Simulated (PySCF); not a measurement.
# C₅H₈ClFSi: electronic excitations

Wanted: the electronic excitations of C₅H₈ClFSi (`C=C1C[C@@H]([SiH2]Cl)[C@H]1F`), by calculation.

Computed with PySCF 2.14.0, with density-fitted response routines of our own, on a single molecule in the gas phase. Atoms are numbered from 0 throughout.

### 1 The starting structure

16 atoms, charge 0, multiplicity 1; geometry from: GFN2-xTB.

Bonds of the start (Å): C0–C1 1.32, C1–C2 1.50, C2–C3 1.55, C3–Si4 1.90, Si4–Cl5 2.02, C3–C6 1.54, C6–F7 1.38, C6–C1 1.50, C0–H8 1.08, C0–H9 1.08, C2–H10 1.09, C2–H11 1.09, C3–H12 1.09, Si4–H13 1.46, Si4–H14 1.46, C6–H15 1.10.

### 2 TDDFT and polarisability: B3LYP/def2-SVPD

The job: settings as JSON, then the geometry in Å.

```
{"job": {"kind": "uv", "xc": "B3LYP", "basis": "def2-SVPD", "nstates": 8, "ntriplets": 3}, "charge": 0, "multiplicity": 1}
C     -2.335159     0.699761    -0.565536
C     -1.207783     0.034033    -0.432622
C      0.054426    -0.092705    -1.242003
C      0.737504    -0.721839    -0.003899
Si     1.933848     0.431644     0.926176
Cl     3.589532     0.598722    -0.219544
C     -0.636598    -0.807954     0.676318
F     -0.706072    -0.262485     1.943532
H     -3.092838     0.679385     0.199310
H     -2.536553     1.296697    -1.439050
H      0.471928     0.845453    -1.605751
H     -0.042334    -0.776752    -2.085395
H      1.188198    -1.697447    -0.192240
H      2.296684    -0.160816     2.208242
H      1.339767     1.757104     1.062250
H     -1.062150    -1.813855     0.758802
```

With the program's defaults for keys left out, this is: TDDFT B3LYP/def2-SVPD, vertical, gas phase, core orbitals frozen in the response.

Launch:

```sh
$ OMP_NUM_THREADS=1 python probes_run.py task.json out
```

One launch serves the whole session: the jobs run in the order shown.

Standard output:

```text
coarse grid: 14728 points
cycle   1  E = -1044.2792720231  dE =  9.277e-01  |g| = 5.569e-01  |ddm| = 7.121e+00
cycle   2  E = -1044.2383139211  dE =  4.096e-02  |g| = 7.479e-01  |ddm| = 2.124e+00
cycle   3  E = -1044.3462766653  dE = -1.080e-01  |g| = 9.631e-02  |ddm| = 9.956e-01
cycle   4  E = -1044.3476992919  dE = -1.423e-03  |g| = 4.294e-02  |ddm| = 1.950e-01
cycle   5  E = -1044.3481082267  dE = -4.089e-04  |g| = 1.163e-02  |ddm| = 1.010e-01
cycle   6  E = -1044.3481365235  dE = -2.830e-05  |g| = 4.749e-03  |ddm| = 2.802e-02
cycle   7  E = -1044.3481423317  dE = -5.808e-06  |g| = 7.494e-04  |ddm| = 7.824e-03
final grid: 134296 points
cycle   8  E = -1044.4826758340  dE = -4.113e-05  |g| = 6.765e-03  |ddm| = 2.193e-01
cycle   9  E = -1044.4826644861  dE =  1.135e-05  |g| = 1.015e-02  |ddm| = 2.816e-02
cycle  10  E = -1044.4826861819  dE = -2.170e-05  |g| = 1.147e-03  |ddm| = 1.590e-02
cycle  11  E = -1044.4826864568  dE = -2.750e-07  |g| = 2.464e-04  |ddm| = 2.015e-03
cycle  12  E = -1044.4826864683  dE = -1.151e-08  |g| = 1.375e-04  |ddm| = 5.083e-04
cycle  13  E = -1044.4826864729  dE = -4.535e-09  |g| = 2.148e-05  |ddm| = 2.843e-04
cycle  14  E = -1044.4826864730  dE = -1.110e-10  |g| = 5.721e-06  |ddm| = 6.974e-05
converged SCF energy = -1044.4826864730

Static polarisability (au): isotropic 96.634, principal 80.932 89.618 119.352

Singlet excitations
state   eV       nm        f      main configurations
  1   6.2422    198.6   0.09512   H->L 0.78, H-1->L 0.15
  2   6.7268    184.3   0.01023   H-3->L 0.55, H-2->L 0.30, H-1->L 0.11
  3   6.8319    181.5   0.11852   H-1->L 0.61, H->L 0.09, H-3->L 0.08
  4   6.9596    178.1   0.00667   H->L+1 0.69, H->L+2 0.26
  5   7.1272    174.0   0.08438   H->L+2 0.51, H->L+1 0.17
  6   7.1538    173.3   0.00684   H-2->L 0.58, H-3->L 0.28
  7   7.4238    167.0   0.01078   H->L+3 0.55, H->L+4 0.33
  8   7.4396    166.7   0.00280   H-4->L 0.94

Triplet excitations (Tamm-Dancoff, eV): 4.1994 6.3135 6.3693
```

Run time: 65 s. Hardware: 1 thread of Arm Neoverse V2, shared host; peak memory 0.9 GiB.

Frontier orbitals and where they lie:

```
orbital     eV                        atoms
 HOMO−3  -8.92    F7 17 %, C1 16 %, C6 16 %
 HOMO−2  -8.67  Cl5 46 %, Si4 16 %, H14 9 %
 HOMO−1  -8.43  Cl5 36 %, C3 19 %, Si4 13 %
   HOMO  -7.52     C0 33 %, C1 29 %, C2 7 %
   LUMO  -0.89     C0 25 %, C1 23 %, C6 9 %
 LUMO+1   0.18  Cl5 33 %, Si4 27 %, H13 7 %
 LUMO+2   0.37   Si4 19 %, C0 10 %, Cl5 9 %
```

With each of the 8 states as a Gaussian band of 0.4 eV half-width at 1/e, the curve within the window shown has maxima at 179 nm (ε 8,300) L/(mol cm). Beyond the last state computed it falls off for lack of states. The curve at chosen wavelengths:

```csv
nm,ε (L/mol/cm)
160,693
162,1208
165,2388
167,3428
169,4595
172,6334
174,7296
177,8170
179,8304
181,8105
184,7377
186,6778
188,6214
191,5557
193,5247
195,4993
198,4597
200,4261
202,3851
205,3123
207,2607
210,1868
212,1436
214,1070
217,652
219,452
```

Leading natural transition orbitals of singlet state 3: the hole lies on C1 23 %; C0 18 %; Cl5 16 %; the particle on C0, C1 about 17 % each; H15 10 %; H8, H9 about 7 % each.

Leading natural transition orbitals of singlet state 1: the hole lies on C0, C3 about 16 % each; C1 14 %; Cl5 9 %; the particle on C0, C1 about 16 % each; H15 10 %; H8, H9 about 7 % each.

Ground-state properties from the same run:

| property | computed |
| --- | --- |
| dipole moment (D) | 1.98 |
| polarisability (Å³) | 14.32 |
| HOMO–LUMO gap (eV) | 6.63 |
| −ε(HOMO) (eV) | 7.52 |

The fields below are evaluated on a grid from the run's orbitals.

Frontier orbitals at B3LYP/def2-SVPD, with the share of their density that lies nearest to each atom:

| orbital | energy (eV) | lies on |
| --- | --- | --- |
| HOMO | -7.52 | C0, C1 about 31 % each |
| LUMO | -0.89 | C0, C1 about 22 % each; H8, H9, H15 about 8 % each |

ELF in a plane through or near 6 of the atoms.

Values, 10 rows by 14 columns:
```
0.00 0.00 0.00 0.00 0.00 0.00 0.00 0.00 0.00 0.00 0.00 0.00 0.00 0.00
0.00 0.00 0.00 0.02 0.01 0.00 0.00 0.00 0.00 0.00 0.00 0.00 0.00 0.00
0.00 0.02 0.33 0.61 0.55 0.01 0.37 0.92 0.08 0.00 0.00 0.00 0.00 0.00
0.00 0.33 0.86 0.28 0.84 0.08 0.71 0.99 0.16 0.04 0.93 0.58 0.00 0.00
0.00 0.39 0.84 0.62 0.76 0.22 0.09 0.30 0.50 0.50 0.98 0.66 0.01 0.00
0.00 0.01 0.07 0.28 0.63 0.36 0.34 0.13 0.70 0.53 0.81 0.42 0.01 0.00
0.00 0.00 0.23 1.00 0.99 0.23 0.06 0.25 0.05 0.25 1.00 0.94 0.02 0.00
0.00 0.00 0.28 1.00 0.99 0.01 0.68 0.78 0.51 0.00 0.29 0.06 0.00 0.00
0.00 0.00 0.00 0.02 0.02 0.00 0.13 0.33 0.13 0.00 0.00 0.00 0.00 0.00
0.00 0.00 0.00 0.00 0.00 0.00 0.00 0.00 0.00 0.00 0.00 0.00 0.00 0.00
```
The map spans 11.9 Å across and 9.3 Å up, centred on the molecule. Atoms in the plane (x, y in Å): C0 (2.4, 0.0), Si4 (-2.1, -0.2), Cl5 (-3.3, 1.4), H8 (2.9, -0.9), H10 (0.0, 1.8), H13 (-2.8, -1.4).

log10 of the density (e/Å³) in the same plane.

Values, 10 rows by 14 columns:
```
-4.0 -4.0 -4.0 -4.0 -4.0 -4.0 -4.0 -4.0 -4.0 -4.0 -4.0 -4.0 -4.0 -4.0
-4.0 -3.8 -3.0 -2.6 -2.8 -3.3 -3.1 -2.9 -3.3 -4.0 -4.0 -4.0 -4.0 -4.0
-3.7 -2.6 -1.5 -1.0 -1.3 -2.3 -1.8 -1.4 -2.2 -2.9 -3.0 -3.4 -4.0 -4.0
-3.3 -1.6 -0.2  0.8 -0.2 -1.4 -0.9  0.0 -1.2 -1.6 -1.2 -1.9 -3.1 -4.0
-3.3 -1.7 -0.4  0.2 -0.1 -0.7 -1.0 -0.6 -0.4 -0.2  0.1 -1.1 -2.6 -4.0
-3.7 -2.6 -1.6 -0.8  0.9  0.4 -0.7 -0.9 -0.1  0.2  0.2 -1.1 -2.5 -4.0
-4.0 -3.2 -1.9 -0.5  0.0 -0.8 -1.0 -0.5 -1.0 -0.9 -0.2 -1.2 -2.7 -4.0
-4.0 -3.6 -2.3 -1.2 -1.0 -1.7 -0.4  0.8 -0.8 -2.2 -2.1 -2.6 -3.6 -4.0
-4.0 -4.0 -3.4 -2.8 -2.7 -2.8 -1.7 -1.1 -1.9 -3.2 -3.7 -4.0 -4.0 -4.0
-4.0 -4.0 -4.0 -4.0 -4.0 -4.0 -3.5 -3.3 -3.5 -4.0 -4.0 -4.0 -4.0 -4.0
```
The map spans 11.9 Å across and 9.3 Å up, centred on the molecule. Atoms in the plane (x, y in Å): C0 (2.4, 0.0), Si4 (-2.1, -0.2), Cl5 (-3.3, 1.4), H8 (2.9, -0.9), H10 (0.0, 1.8), H13 (-2.8, -1.4).

On the surface of density 0.002 e/bohr³ the electrostatic potential runs, from the 1st to the 99th percentile, from -0.89 V near F7 to 1.04 V near H15.

### 3 Outcome

| quantity | value |
| --- | --- |
| lowest singlet (B3LYP/def2-SVPD) | 6.24 eV (199 nm), f = 0.095 |
| brightest single state of those computed | state 3, 6.83 eV, f = 0.119 |
| lowest triplet | 4.20 eV |
| surface potential, 1st and 99th percentile | -0.89 V and 1.04 V |

In words: The first singlet state (HOMO→LUMO 0.78, HOMO−1→LUMO 0.15) lies at 6.24 eV and is bright; of the 8 states computed, the strongest absorption comes from state 3 at 6.83 eV. The lowest triplet lies 2.04 eV below the lowest singlet (triplets in Tamm-Dancoff, singlets in full TDDFT). By nearest atom (B3LYP/def2-SVPD), the HOMO sits on C0, C1 about 31 % each and the LUMO on C0, C1 about 22 % each; H8, H9, H15 about 8 % each.
